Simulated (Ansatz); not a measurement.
# ZnBrCl: one species, many methods

An exercise on one series of results from a longer session: the logs are not shown, and one member is left open.

Method: functionals in def2-TZVPP, the program's frozen cores in correlated methods; program: Ansatz 0.2.0, Gaussian basis.

Levels to be run: LDA (SPW92), PBE-D4, revPBE-D4, BLYP-D4, r2SCAN-D4, B97M-V, PBE0-D4, B3LYP-D4, r2SCANh-D4, r2SCAN0-D4, HSE06-D4, BHLYP-D4, CAM-B3LYP-D4, LC-ωPBE, ωB97X-V, ωB97M-V, B2PLYP, PBE-QIDH; CCSD(T)/def2-SVP; CCSD(T)/def2-TZVPP; MP2/def2-QZVPP; extrapolation to the limit; RPA on PBE.

## Structure used throughout

An earlier PBE0-D4 in a triple-zeta def2 set relaxation fixed the geometry.

SMILES `[Cl][Zn][Br]`, 3 atoms, charge 0, spin multiplicity 1.

Atoms are counted from 1 here; the program's logs count them from 0.

Bond lengths: Cl1–Zn2 2.087 Å, Zn2–Br3 2.221 Å. Angles: Cl1–Zn2–Br3 180.0°.

Set-up of the first run:

in.yaml

```yaml
crystal:
  periodic: [false, false, false]
  atoms:
    - {symbol: Cl, position_ang: [-1.744040, 0.855094, -0.868593]}
    - {symbol: Zn, position_ang: [-0.039828, -0.003284, -0.022391]}
    - {symbol: Br, position_ang: [1.772968, -0.916710, 0.877684]}
basis:
  gaussian: {orbitals: def2-TZVPP}
hamiltonian: {xc: lda}
output: {orbitals: {seedname: orbitals}}
```

The run is started by

```sh
$ ansatz run in.yaml --threads 4 --pin off --events-out ev --progress --plain --max-ram 10444MiB
```

Steps of the session up to this table: LDA; PBE-D4 (GGA); revPBE-D4 (GGA); BLYP-D4 (GGA); r2SCAN-D4 (meta-GGA); B97M-V (meta-GGA); B3LYP-D4 (hybrid); r2SCANh-D4 (hybrid); r2SCAN0-D4 (hybrid); HSE06-D4 (hybrid); BHLYP-D4 (hybrid); CAM-B3LYP-D4 (range-separated); LC-ωPBE (range-separated); ωB97X-V (range-separated); ωB97M-V (range-separated); B2PLYP (double hybrid); PBE-QIDH (double hybrid).

One of the session's tables, all rows but one given; the rest of the session is left out.

It belongs to the step «Frontier levels by functional». 

```
  functional  HOMO (eV)  LUMO (eV)  gap (eV)
 LDA (SPW92)      -7.64      -2.92      4.72
      PBE-D4      -7.46      -2.62      4.84
   revPBE-D4      -7.40      -2.50      4.90
     BLYP-D4      -7.28      -2.59      4.69
   r2SCAN-D4      -7.79      -2.33      5.46
      B97M-V      -7.83      -2.46      5.36
     PBE0-D4          ?          ?         ?
    B3LYP-D4      -8.47      -2.04      6.43
  r2SCANh-D4      -8.26      -2.01      6.25
  r2SCAN0-D4      -8.96      -1.54      7.43
    HSE06-D4      -8.34      -2.08      6.26
    BHLYP-D4      -9.85      -0.90      8.94
CAM-B3LYP-D4     -10.06      -0.81      9.25
     LC-ωPBE     -11.47       0.49     11.96
     ωB97X-V     -11.10       0.30     11.40
     ωB97M-V     -10.95       0.09     11.04
```

Q: Estimate the row for PBE0-D4 from the others.

**Answer.** HOMO (eV): -8.74; LUMO (eV): -1.71; gap (eV): 7.03. In the column «HOMO (eV)» it lies between r2SCAN0-D4 (-8.96) and B3LYP-D4 (-8.47).
